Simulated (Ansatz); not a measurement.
# ZrWN2: what a guessed cell relaxes into

Aim: relax a trial structure of ZrWN2 and see where it ends.

Program: Ansatz 0.2.0. Level of theory: DFT PBE, scalar-relativistic, plane waves, PAW. These are calculated values, not measurements.

1 further run of the same task is left out (set aside as unsound or not needed).

### 1 The structure to begin with

The structure is hexagonal, space group P-6m2 (No. 187). The conventional cell has a = 2.979 Å, b = 2.979 Å, c = 5.840 Å, α = 90.00°, β = 90.00°, γ = 120.00°. Around Zr (site symmetry -6m2) lie 6 N at 2.26 Å. W (site symmetry -6m2) has 6 N at 2.26 Å as nearest neighbours. N (site symmetry 3m) has 3 Zr at 2.26 Å and 3 W at 2.26 Å as nearest neighbours.

As a file:

```
CELL_PARAMETERS angstrom
2.97940 0.00000 0.00000
-1.48970 2.58024 0.00000
0.00000 0.00000 5.83962
ATOMIC_POSITIONS crystal
Zr 0.00000 0.00000 0.50000
W 0.00000 0.00000 0.00000
N 0.33333 0.66667 0.25000
N 0.33333 0.66667 0.75000
```

A structure generator made this guess: ordered mixture on the cation sites of tungsten carbide (P-6m2, No. 187). Lengths come from tabulated atomic sizes and are only a guess.

### 2 A first look at the guess

input.yaml reads:

```yaml
crystal:
  lattice:
    - [2.97939911, 0.0, 0.0]
    - [-1.48969956, 2.58023532, 0.0]
    - [0.0, 0.0, 5.83962226]
  atoms:
    - { symbol: Zr, position: [0.0, 0.0, 0.5] }
    - { symbol: W, position: [0.0, 0.0, 0.0] }
    - { symbol: "N", position: [0.33333333, 0.66666667, 0.25] }
    - { symbol: "N", position: [0.33333333, 0.66666667, 0.75] }
basis:
  ecutwfc: 420
kpoints:
  mp_grid: { grid: [6, 6, 4] }
hamiltonian:
  xc: pbe
scf:
  occupations: { method: gaussian, width: 0.1 }
  lower_state_search: "off"
output:
  forces: true
  stress: true
  eigenvalues: true
```

Run with:

```sh
> ansatz run input.yaml --threads 1 --pin off --max-ram 2048MiB --backend cpu --events-out ev --progress --plain --runs-dir out
```

The log of the run, shortened:

```text
[...]
SCF converged after 7 iterations
Free energy (F): -15339.761464 eV
[...]
E sigma→0 (E₀):  -15339.757543 eV
Entropy (-TS):   -0.007842 eV (-1.961 meV/atom)
Fermi energy:    19.304119 eV
[...]
--- Forces (eV/Å), atoms counted from 1 ---
  atom   1  Zr     0.00000000    -0.00000000     0.00000000
  atom   2  W      0.00000000    -0.00000000     0.00000000
  atom   3  N      0.00000000    -0.00000000    -2.49694109
  atom   4  N      0.00000000    -0.00000000     2.49694109
[...]
--- Stress (GPa, compression-positive) ---
        0.339444       0.000000      -0.000000
       -0.000000       0.339444       0.000000
       -0.000000       0.000000      -0.091270
  P = ⅓ Tr σ = 0.1959 GPa (1.959 kbar)
--- Band table (eV; the first three rows and the last of 21) ---
  k-point 0: bands = ["-56.3892", "-29.2900", "-20.7439", "-20.2648", "-20.2648", "-7.8619", "-6.6373", "-6.6373", "1.9944", "4.4779", "10.5748", "14.5602", "14.5602", "15.1318", "15.4100", "15.4100", "16.4029", "18.7255", "18.7255", "20.9193", "20.9193", "21.3678"]
[...]
```

Wall time 1.8 s (1 thread of Arm Neoverse V2, shared host); peak memory 0.32 GiB.

Read-out: pressure 0.2 GPa, largest force 2.50 eV/Å, gap on this mesh none (metal). A cheap, loose relaxation comes first.

(Part 1 of 3 ends here.)
